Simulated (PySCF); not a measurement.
**BeAl: basis, grid and Hamiltonian**

The method stays; parts of the set-up, such as the basis or the Hamiltonian, are changed.

Program: PySCF 2.14.0. Level of theory: method and basis as typed in the scripts. These are calculated values, not measurements.

2 further runs of the same task are left out: 2 that didn't finish.

## Step 1: Starting geometry

BeAl: 2 atoms, charge 0, spin multiplicity 2.

Bond lengths: Be1–Al2 1.939 Å.

## Step 2: The base run

Input file input.py:

```python
from pyscf import gto, scf, mcscf

mol = gto.M(
    atom='Be 0 0 0; Al 0 0 1.939',
    basis='pcseg-2',
    charge=0,
    spin=1,
    verbose=4,
)
mf = scf.ROHF(mol)
mf.kernel()
mc = mcscf.CASSCF(mf, 4, 5)
mc.kernel()
mc.analyze()
mf.dip_moment()
print('orbital energies (hartree):', mf.mo_energy[..., max(0, mol.nelec[1]-3):mol.nelec[0]+3].round(4))
```

The run is started by

```console
> OMP_NUM_THREADS=1 python input.py
```

The log of this run is left out.

In short: E(SCF) = -256.395544 Eh, 10 cycles, E(CAS) − E(SCF) = -0.01431 Eh, μ = 1.61 D (of the SCF density).

The bond length is a typed value, not an optimised one.

## Step 3: Cc-pcvdz

Variant 1 changes basis set: pcseg-2 → cc-pcvdz.

Input file input.py:

```python
from pyscf import gto, scf, mcscf

mol = gto.M(
    atom='Be 0 0 0; Al 0 0 1.939',
    basis='cc-pcvdz',
    charge=0,
    spin=1,
    verbose=4,
)
mf = scf.ROHF(mol)
mf.kernel()
mc = mcscf.CASSCF(mf, 4, 5)
mc.kernel()
mc.analyze()
mf.dip_moment()
print('orbital energies (hartree):', mf.mo_energy[..., max(0, mol.nelec[1]-3):mol.nelec[0]+3].round(4))
```

The run is started by

```console
> OMP_NUM_THREADS=1 python input.py
```

## Step 4: Crenbl (core potential on)

Variant 2 changes basis set: pcseg-2 → crenbl; core potential: off → on. The core potential changes with it: totals don't compare.

Edit input.py of step 2 so:

```diff
@@ -4,3 +4,4 @@
     atom='Be 0 0 0; Al 0 0 1.939',
-    basis='pcseg-2',
+    basis='crenbl',
+    ecp={'Be': 'crenbl', 'Al': 'crenbl'},
     charge=0,
```

## Step 5: Ano-rcc-vdzp (X2C on)

Variant 3 changes basis set: pcseg-2 → ano-rcc-vdzp; spin-free X2C: off → on.

Edit input.py of step 2 so:

```diff
@@ -4,3 +4,3 @@
     atom='Be 0 0 0; Al 0 0 1.939',
-    basis='pcseg-2',
+    basis='ano-rcc-vdzp',
     charge=0,
@@ -10,2 +10,3 @@
 mf = scf.ROHF(mol)
+mf = mf.sfx2c1e()
 mf.kernel()
```

## Step 6: X2c-tzvpall (X2C on)

Variant 4 changes basis set: pcseg-2 → x2c-tzvpall; spin-free X2C: off → on.

Edit input.py of step 2 so:

```diff
@@ -4,3 +4,3 @@
     atom='Be 0 0 0; Al 0 0 1.939',
-    basis='pcseg-2',
+    basis='x2c-tzvpall',
     charge=0,
@@ -10,2 +10,3 @@
 mf = scf.ROHF(mol)
+mf = mf.sfx2c1e()
 mf.kernel()
```

## Step 7: Density fitting def2-universal-jkfit

Variant 5 changes density fitting: none → def2-universal-jkfit.

Edit input.py of step 2 so:

```diff
@@ -10,2 +10,3 @@
 mf = scf.ROHF(mol)
+mf = mf.density_fit(auxbasis='def2-universal-jkfit')
 mf.kernel()
```

What does the calculation give? Wanted: for each run, E(SCF); from base; SCF dipole; after the SCF.

The runs gave:

| run | E(SCF) (hartree) | from base (eV) | cycles | SCF dipole (D) | functions | after the SCF |
| --- | --- | --- | --- | --- | --- | --- |
| base | -256.395544 | 0 | 10 | 1.61 | 49 | CASSCF correlation -0.389 eV |
| cc-pcvdz | -256.401456 | -0.1609 | 10 | 1.57 | 45 | CASSCF correlation -0.402 eV |
| crenbl (core potential on) | -2.789132 | not comparable | 12 | 1.54 | 32 | CASSCF correlation -0.386 eV |
| ano-rcc-vdzp (X2C on) | -256.843785 | not comparable | 10 | 1.50 | 32 | CASSCF correlation -0.395 eV |
| x2c-tzvpall (X2C on) | -256.842303 | not comparable | 10 | 1.62 | 56 | CASSCF correlation -0.408 eV |
| density fitting def2-universal-jkfit | -256.395551 | -0.0002 | 10 | 1.61 | 49 | CASSCF correlation -0.389 eV |

What this shows: The largest comparable shift of the SCF energy, -0.161 eV, comes with the run “cc-pcvdz”. cc-pcvdz (45 functions) gives an energy 0.16 eV lower than pcseg-2 (49); size alone doesn't order basis sets of different families. The dearest run is “x2c-tzvpall (X2C on)”, at 8.3 s against 1.8 s.
